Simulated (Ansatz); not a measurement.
**C₄H₅FSi: a ladder of functionals and wavefunction methods**

An exercise on one series of results from a longer session: the logs are not shown, and one member is left open.

Computed with Ansatz 0.2.0, Gaussian basis. Level: functionals in def2-TZVPP, the program's frozen cores in correlated methods.

Plan: LDA (SPW92), PBE-D4, revPBE-D4, BLYP-D4, r2SCAN-D4, B97M-V, PBE0-D4, B3LYP-D4, r2SCANh-D4, r2SCAN0-D4, HSE06-D4, BHLYP-D4, CAM-B3LYP-D4, LC-ωPBE, ωB97X-V, ωB97M-V, B2PLYP, PBE-QIDH; CCSD(T)/def2-SVP; CCSD(T)/def2-TZVPP; MP2/def2-QZVPP; extrapolation to the limit; RPA on PBE.

### The relaxed structure

The geometry comes from an earlier relaxation with PBE0-D4 in a triple-zeta def2 set; it is a stationary point, not always the lowest conformer.

SMILES `C=C=C1[SiH2]C1F`, 11 atoms, charge 0, spin multiplicity 1.

Atoms are counted from 1 here; the program's logs count them from 0.

Bond lengths: C1–C2 1.301 Å, C1–H7 1.085 Å, C1–H8 1.085 Å, C2–C3 1.290 Å, C3–Si4 1.826 Å, C3–C5 1.503 Å, Si4–C5 1.876 Å, Si4–H9 1.477 Å, Si4–H10 1.480 Å, C5–F6 1.370 Å, C5–H11 1.090 Å. Angles: C2–C1–H7 121.0°, C2–C1–H8 121.0°, H7–C1–H8 118.0°, C1–C2–C3 179.0°, C2–C3–Si4 151.9°, C2–C3–C5 137.0°, Si4–C3–C5 67.8°, C3–Si4–C5 47.9°, C3–Si4–H9 117.0°, C3–Si4–H10 121.4°, C5–Si4–H9 119.4°, C5–Si4–H10 119.8°, H9–Si4–H10 115.0°, C3–C5–Si4 64.3°, C3–C5–F6 117.4°, C3–C5–H11 114.8°, Si4–C5–F6 123.8°, Si4–C5–H11 118.6° and more.

The first run:

in.yaml reads:

```yaml
crystal:
  periodic: [false, false, false]
  atoms:
    - {symbol: C, position_ang: [-1.816609, -0.760490, 1.565351]}
    - {symbol: C, position_ang: [-0.835774, -0.466789, 0.762821]}
    - {symbol: C, position_ang: [0.123472, -0.176349, -0.049753]}
    - {symbol: Si, position_ang: [0.792423, 0.068325, -1.731393]}
    - {symbol: C, position_ang: [1.317534, 0.735944, -0.059154]}
    - {symbol: F, position_ang: [1.123344, 2.032179, 0.339533]}
    - {symbol: H, position_ang: [-1.771159, -1.634596, 2.205927]}
    - {symbol: H, position_ang: [-2.701134, -0.135082, 1.619141]}
    - {symbol: H, position_ang: [0.013646, 0.929138, -2.645050]}
    - {symbol: H, position_ang: [1.607740, -0.973400, -2.396111]}
    - {symbol: H, position_ang: [2.211918, 0.324020, 0.409288]}
basis:
  gaussian: {orbitals: def2-TZVPP}
hamiltonian: {xc: lda}
output: {orbitals: {seedname: orbitals}}
```

Steps of the session up to this table: LDA; PBE-D4 (GGA); revPBE-D4 (GGA); BLYP-D4 (GGA); r2SCAN-D4 (meta-GGA); B97M-V (meta-GGA); PBE0-D4 (hybrid); B3LYP-D4 (hybrid); r2SCANh-D4 (hybrid); r2SCAN0-D4 (hybrid); HSE06-D4 (hybrid); BHLYP-D4 (hybrid); CAM-B3LYP-D4 (range-separated); LC-ωPBE (range-separated); ωB97X-V (range-separated); ωB97M-V (range-separated); B2PLYP (double hybrid); PBE-QIDH (double hybrid).

One of the session's tables, all rows but one given; the rest of the session is left out.

It belongs to the step «Orbital energies across the functionals». 

```
  functional  HOMO (eV)  gap (eV)
 LDA (SPW92)      -6.21      4.10
      PBE-D4      -6.04      4.13
   revPBE-D4      -5.98      4.14
     BLYP-D4      -5.88      4.15
   r2SCAN-D4      -6.23      4.52
      B97M-V      -6.27      4.59
     PBE0-D4      -7.13      6.15
    B3LYP-D4      -6.92      5.76
  r2SCANh-D4      -6.64      5.26
  r2SCAN0-D4      -7.25      6.38
    HSE06-D4      -6.74      5.38
    BHLYP-D4          ?         ?
CAM-B3LYP-D4      -8.38      8.56
     LC-ωPBE      -9.69     10.95
     ωB97X-V      -9.33     10.52
     ωB97M-V      -9.21     10.26
```

Estimate the missing values for BHLYP-D4.

Worked estimate for «HOMO (eV)». Against the share of exact exchange, BLYP-D4 (0, -5.88), B3LYP-D4 (0.2, -6.92) give a slope of -5.20 per unit share; at 0.5 the line stands at -8.48.

The run gave: HOMO (eV): -8.08; gap (eV): 8.19. In «HOMO (eV)» the line misses by -0.40.
